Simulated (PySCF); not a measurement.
# C2H6O2Si: the cost of one run

Computed with PySCF 2.14.0, with density-fitted response routines of our own, on a single molecule in the gas phase. Atoms count from 0, in the outputs and in this text.

## (1) The molecule as given

11 atoms, charge 0, multiplicity 1; geometry from: GFN2-xTB. The atoms were then displaced at random by about 0.01 Å, so the start is not that level's minimum.

Bonds of the start (Å): O0–C1 1.20, C1–O2 1.31, O2–C3 1.39, C3–Si4 1.95, C1–H5 1.10, C3–H6 1.10, C3–H7 1.09, Si4–H8 1.43, Si4–H9 1.47, Si4–H10 1.48.

## (2) Optimising the geometry at PBE0-D3(BJ)/def2-SVP

Job settings and geometry (Å):

```
{"job": {"xc": "PBE0", "basis": "def2-SVP", "d3": "d3bj", "grid": 1, "shake": 0.01, "kind": "geom"}, "charge": 0, "multiplicity": 1}
O      0.931210    -1.174870     0.940410
C      1.648670    -0.293770     0.539270
O      1.318190     0.736610    -0.190410
C     -0.007610     0.886280    -0.566040
Si    -1.254300    -0.500520     0.019270
H      2.729800    -0.279930     0.761000
H     -0.342980     1.855230    -0.179300
H     -0.024110     0.955900    -1.656600
H     -0.990640    -1.768470    -0.592560
H     -2.500040     0.020060    -0.569180
H     -1.470070    -0.462350     1.478460
```

Started as:

```
OMP_NUM_THREADS=1 python probes_run.py task.json out
```

The driver reads the jobs from task.json and runs them one after another.

Q: Estimate the wall time and peak memory of this first job on 1 thread of Arm Neoverse V2, shared host.

About 26 s, with a peak of 0.43 GiB.
